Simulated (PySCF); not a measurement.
# C7H14Si: the cost of one run

Programs: PySCF 2.14.0, with routines of our own; each step states its level. All values are computed. Atoms count from 0.

## 1. The starting structure

22 atoms, charge 0, multiplicity 1; geometry from: GFN2-xTB.

## 2. Relaxing the molecule at PBE0/def2-SV(P)

Job settings and geometry (Å):

```
{"job": {"xc": "PBE0", "basis": "def2-SV(P)", "grid": 1, "kind": "geom"}, "charge": 0, "multiplicity": 1}
Si    -2.890016     0.495235    -0.229154
C     -1.038449     0.228020    -0.536385
C     -0.565368    -1.238640    -0.576331
C      0.345256    -0.983988     0.634103
C      1.840628    -0.964466     0.328883
C      2.065516     0.380281    -0.364808
C      1.126840     1.332596     0.378360
C     -0.111265     0.489710     0.670966
H     -3.289595    -0.241035     0.972428
H     -3.141469     1.924747    -0.035396
H     -3.647722    -0.004270    -1.378319
H     -0.719532     0.787871    -1.418678
H     -1.348146    -1.974447    -0.396395
H     -0.032871    -1.521182    -1.483552
H      0.107627    -1.590403     1.508073
H      2.408026    -0.998999     1.260796
H      2.145550    -1.809170    -0.289040
H      1.774665     0.312665    -1.413843
H      3.105208     0.702894    -0.321757
H      0.890069     2.224355    -0.202543
H      1.588412     1.649073     1.316217
H     -0.623776     0.818538     1.575527
```

Launch:

```
$ OMP_NUM_THREADS=1 python excited_run.py task.json out
```

One launch serves the whole session: the jobs run in the order shown.

**Question.** How long does this first job take on 1 thread of Intel Xeon at 2.70GHz, shared host, and how much memory does it need?

About 82 s, with a peak of 0.62 GiB.
